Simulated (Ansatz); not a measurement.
# GaPtC4N4: the cost of one run

Computed with Ansatz 0.2.0 (DFT PBE, scalar-relativistic, plane waves, PAW, unless a step's input says otherwise).

### 1 The system as given

Symmetry: P4/mmm, No. 123, tetragonal system. The conventional cell has a = 7.175 Å, b = 7.175 Å, c = 3.750 Å, α = 90.00°, β = 90.00°, γ = 90.00°. Ga (site symmetry 4/mmm) has 4 C at 1.90 Å as nearest neighbours. Around Pt (site symmetry 4/mmm) lie 4 N at 2.01 Å. C (site symmetry m2m) is surrounded by 1 N at 1.17 Å. N (site symmetry m2m) is surrounded by 1 C at 1.17 Å.

As a file:

```cif
data_structure
_symmetry_space_group_name_H-M 'P4/mmm'
_symmetry_Int_Tables_number 123
_cell_length_a 7.1750
_cell_length_b 7.1750
_cell_length_c 3.7496
_cell_angle_alpha 90.000
_cell_angle_beta 90.000
_cell_angle_gamma 90.000
_cell_volume 193.03
loop_
_atom_site_label
_atom_site_type_symbol
_atom_site_symmetry_multiplicity
_atom_site_Wyckoff_symbol
_atom_site_fract_x
_atom_site_fract_y
_atom_site_fract_z
_atom_site_occupancy
Ga1 Ga 1 a 0.00000 0.00000 0.00000 1
Pt1 Pt 1 c 0.50000 0.50000 0.00000 1
C1 C 4 j 0.18685 0.81315 0.00000 1
N1 N 4 j 0.30216 0.69784 0.00000 1
```

The cell is invented: stacked square cyanide-bridged sheets (P4/mmm, No. 123). Lengths come from tabulated atomic sizes and are only a guess.

### 2 Probe: one point on a coarse mesh

The input, input.yaml:

```yaml
crystal:
  lattice:
    - [7.17501251, 0.0, 0.0]
    - [0.0, 7.17501251, 0.0]
    - [0.0, 0.0, 3.74963793]
  atoms:
    - { symbol: Ga, position: [0.0, 0.0, 0.0] }
    - { symbol: Pt, position: [0.5, 0.5, 0.0] }
    - { symbol: C, position: [0.18685326, 0.81314674, 0.0] }
    - { symbol: C, position: [0.81314674, 0.18685326, 0.0] }
    - { symbol: C, position: [0.18685326, 0.18685326, 0.0] }
    - { symbol: C, position: [0.81314674, 0.81314674, 0.0] }
    - { symbol: "N", position: [0.30215827, 0.69784173, 0.0] }
    - { symbol: "N", position: [0.69784173, 0.30215827, 0.0] }
    - { symbol: "N", position: [0.30215827, 0.30215827, 0.0] }
    - { symbol: "N", position: [0.69784173, 0.69784173, 0.0] }
basis:
  ecutwfc: 420
kpoints:
  mp_grid: { grid: [4, 4, 4] }
hamiltonian:
  xc: pbe
scf:
  occupations: { method: gaussian, width: 0.1 }
  lower_state_search: "off"
output:
  forces: true
  stress: true
  eigenvalues: true
```

The run is started by

```sh
$ ansatz run input.yaml --threads 1 --pin off --max-ram 2560MiB --backend cpu --events-out ev --progress --plain --runs-dir out
```

**Question.** How long does this run take on 1 thread of Arm Neoverse V1, shared host, and how much memory does it need?

About 10 s, with a peak of 0.47 GiB.
